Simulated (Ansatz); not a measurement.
**AsF3 (arsenic trifluoride) at r2SCAN0/cc-pVDZ**

Aim: the electronic atomisation energy of AsF3 (arsenic trifluoride) at r2SCAN0/cc-pVDZ, from 3 runs. 

The results are computed with Ansatz 0.2.0.

33 further runs of the same task are left out: 3 that didn't finish, 30 set aside as unsound or not needed.

## 1. The molecule

AsF3 has 4 atoms, charge 0, and is taken as a singlet. SMILES: `F[As](F)F`. The shape is that of a PBE0-D4/def2-TZVP optimisation.

Bond lengths: F1–As2 1.715 Å, As2–F3 1.715 Å, As2–F4 1.715 Å. Angles: F1–As2–F3 95.9°, F1–As2–F4 95.9°, F3–As2–F4 95.9°.

## 2. The energy at r2SCAN0/cc-pVDZ

job.yaml reads:

```yaml
crystal:
  periodic: [false, false, false]
  atoms:
    - symbol: F
      position_ang: [-0.445870, 0.395590, 1.362650]
    - symbol: As
      position_ang: [-0.461950, -0.457240, -0.125630]
    - symbol: F
      position_ang: [1.203970, -0.865930, -0.112740]
    - symbol: F
      position_ang: [-0.296160, 0.927580, -1.124280]
basis:
  gaussian: {orbitals: cc-pVDZ}
hamiltonian: {xc: {name: r2SCAN0}}
accuracy: high
output: {orbitals: {seedname: orbitals}}
```

The run is started by

```sh
$ ansatz run job.yaml --threads 1 --pin off --max-ram 3480MiB --events-out events.jsonl --progress --plain --runs-dir runs
```

What it wrote:

```text
Warning: RAYON_NUM_THREADS=1 ignored (pool sized by the plan → 1); use --threads N
Functional definition: r2SCAN0
  name "r2SCAN0"
  parameter a = 0.25
  parameter k0 = 0.174
  parameter k1 = 0.065
  parameter a1 = 4.9479
  exchange = (1 - a)*r2scan_x(k0 = k0, k1 = k1, a1 = a1) + a*exact_x
  correlation = r2scan_c
1414 factors; integrals over basis functions are off by at most 4.5e-9 eV
mean field evaluation 1: about -68984.1970 eV, gradient 4.8e1 eV
mean field evaluation 2: about -68979.3844 eV, gradient 7.4e1 eV
mean field evaluation 4: about -68987.8724 eV, gradient 1.1e0 eV
mean field evaluation 8: about -68987.9728 eV, gradient 3.0e-2 eV
mean field evaluation 16: about -68987.9728 eV, gradient 2.7e-6 eV
mean field -68987.97280771 eV, -2535.2612389559 hartree, gradient 2.4e-8 eV, S^2 0.000000; 0 other end points of the search recorded, 0 dependent functions left out
reference -68987.97280804 eV, -2535.2612389679 hartree; 30, 30 occupied and 39, 39 virtual orbitals, 1414 factors
Total energy: -68987.97280804 eV, -2535.2612389679 hartree
```

Run time: 9 s. Hardware: 1 thread of Arm Neoverse V2, shared host; peak memory 0.25 GiB.

## 3. The As atom, same level

input.yaml reads:

```yaml
basis:
  gaussian: {orbitals: cc-pVDZ}
crystal:
  periodic: [false, false, false]
  atoms:
    - {symbol: As, position_ang: [0.000000, 0.000000, 0.000000]}
hamiltonian: {xc: {name: r2SCAN0}}
magnetization: {spin_polarized: true, initial_magnetization: 3}
accuracy: high
```

Run the same way, it converges to -2235.76463 Eh (log not shown).

## 4. The F atom

run.yaml reads:

```yaml
crystal:
  periodic: [false, false, false]
  atoms:
    - {symbol: F, position_ang: [0.000000, 0.000000, 0.000000]}
basis:
  gaussian:
    orbitals: cc-pVDZ
magnetization:
  spin_polarized: true
  initial_magnetization: 1
hamiltonian:
  xc: {name: r2SCAN0}
accuracy: high
```

The run is started by

```sh
$ ansatz run run.yaml --threads 1 --pin off --max-ram 3480MiB --events-out events.jsonl --progress --plain --runs-dir runs
```

What it wrote:

```text
Warning: RAYON_NUM_THREADS=1 ignored (pool sized by the plan → 1); use --threads N
Functional definition: r2SCAN0
  name "r2SCAN0"
  parameter a = 0.25
  parameter k0 = 0.174
  parameter k1 = 0.065
  parameter a1 = 4.9479
  exchange = (1 - a)*r2scan_x(k0 = k0, k1 = k1, a1 = a1) + a*exact_x
  correlation = r2scan_c
96 factors; integrals over basis functions are off by at most 1.7e-9 eV
mean field evaluation 1: about -2712.3960 eV, gradient 5.5e0 eV
mean field evaluation 2: about -2712.4647 eV, gradient 1.2e0 eV
mean field evaluation 4: about -2712.4694 eV, gradient 3.6e-2 eV
mean field evaluation 8: about -2712.4703 eV, gradient 3.5e-4 eV
mean field evaluation 16: about -2712.4703 eV, gradient 3.2e-9 eV
mean field -2712.47030576 eV, -99.6814451583 hartree, gradient 3.2e-9 eV, S^2 0.751355; 0 other end points of the search recorded, 0 dependent functions left out
reference -2712.47030584 eV, -99.6814451613 hartree; 5, 4 occupied and 9, 10 virtual orbitals, 96 factors
Total energy: -2712.47030584 eV, -99.6814451613 hartree
```

Wall time 0.78 s (1 thread of Arm Neoverse V2, shared host); peak memory 0.096 GiB.

## 5. Results

Level: r2SCAN0/cc-pVDZ.

| quantity | value |
| --- | --- |
| molecule: total energy | -2535.26124 Eh |
| molecule: HOMO energy | -9.93 eV |
| molecule: LUMO energy | -0.54 eV |
| molecule: HOMO–LUMO gap | 9.39 eV |
| As atom: total energy | -2235.76463 Eh |
| As atom: ⟨S²⟩ | 3.751 |
| F atom: total energy | -99.68145 Eh |
| F atom: ⟨S²⟩ | 0.751 |
| electronic atomisation energy | 12.307 eV |

What this shows: Taking the molecule apart into free atoms costs 12.31 eV (1187 kJ/mol), before zero-point energy and without spin-orbit coupling.
